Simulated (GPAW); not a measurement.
# CuF in GPAW: the effect of volume over the given one

The system is CuF.

```
CELL_PARAMETERS angstrom
2.47101 0.00000 0.00000
0.00000 2.47101 0.00000
0.00000 0.00000 3.41650
ATOMIC_POSITIONS crystal
Cu 0.00000 0.00000 0.00000
F 0.50000 0.50000 0.50000
```

The cell was built by a generator and needn't be a form met in nature.

Alike in all runs:

```yaml
Program: GPAW 26.7.0
Task: phonons
Functional: PBEsol
Potentials_or_basis: PAW data sets generated in the run's folder for this functional
Cutoff: 680 eV
Basis: pw
Occupations: fermi-dirac, width 0.05 eV
Spin: no spin polarisation
```

Each run relaxes the cell or the atoms first.

```tsv
volume over the given one	k mesh	pressure (GPa)	highest phonon frequency (cm⁻¹)
1	9 × 9 × 7	-3.3	0
0.95	9 × 9 × 7	3.1	108
0.9	9 × 9 × 7	?	?
0.85	10 × 10 × 7	23.5	229
0.8	10 × 10 × 7	39.5	286
1.05	9 × 9 × 7	-8.1	0
```

**Question.** What does the run with volume over the given one 0.9 give?

**Answer.** Pressure 11.8 GPa; highest phonon frequency 172 cm⁻¹.

Worked out: A parabola through the other rows of the pressure, of slope -214 GPa per unit of volume over the given one there, gives 12.2 GPa, against the run's 11.8. A parabola through the other rows of the highest phonon frequency, of slope -1290 cm⁻¹ per unit of volume over the given one there, gives 153 cm⁻¹, against the run's 172.

Caveats: the cell is more than 3 GPa from zero pressure, which shifts response properties; with this Cu data set, volumes or pressures lay over 1.5 % or 2 GPa off other programs in two to four cells of ten; the cutoff is short for stress and forces, so pressures can be off by a GPa or more; the run has no spin polarisation, though such a crystal can be magnetic; some modes are imaginary (some runs).

Runs at the PBE level aren't shown here.
